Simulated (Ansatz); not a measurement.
**ZnRe in Ansatz: the effect of strain**

ZnRe:

```
Re Zn
1.0
     2.74822    0.00000    0.00000
    -1.37411    2.38003    0.00000
     0.00000    0.00000    4.31430
Re Zn
1 1
Cartesian
  0.0000 1.5867 2.1572
  0.0000 0.0000 0.0000
```

The cell comes from a database or a generator and needn't be the stable form of this composition.

Alike in all runs:

```yaml
Program: Ansatz 0.2.0
Task: band structure
Functional: PBE
Potentials_or_basis: Ansatz PAW
Cutoff: "420 eV (not typed: the program's choice for these potentials)"
k_mesh: 9 × 9 × 5
Occupations: fermi-dirac, width 0.05 eV
Spin: no spin polarisation
Kind_of_strain: uniaxial
Path: "[[\"G\", \"M\", \"K\", \"G\", \"A\", \"L\", \"H\", \"A\"], [\"L\", \"M\"], [\"K\", \"H\"]]"
Points_for_each_segment_of_the_path: 14
```

```csv
strain,pressure (GPa)
-0.04,?
-0.02,2.7
-0.01,0.6
0,-1.3
0.01,-3.1
0.02,-4.8
0.04,-7.7
```

**Question.** What does the run with strain -0.04 give?

**Answer.** Pressure 7.3 GPa.

Worked out: A parabola through the other rows of the pressure, of slope -241 GPa per unit of strain there, extrapolates to 7.2 GPa, against the run's 7.3.
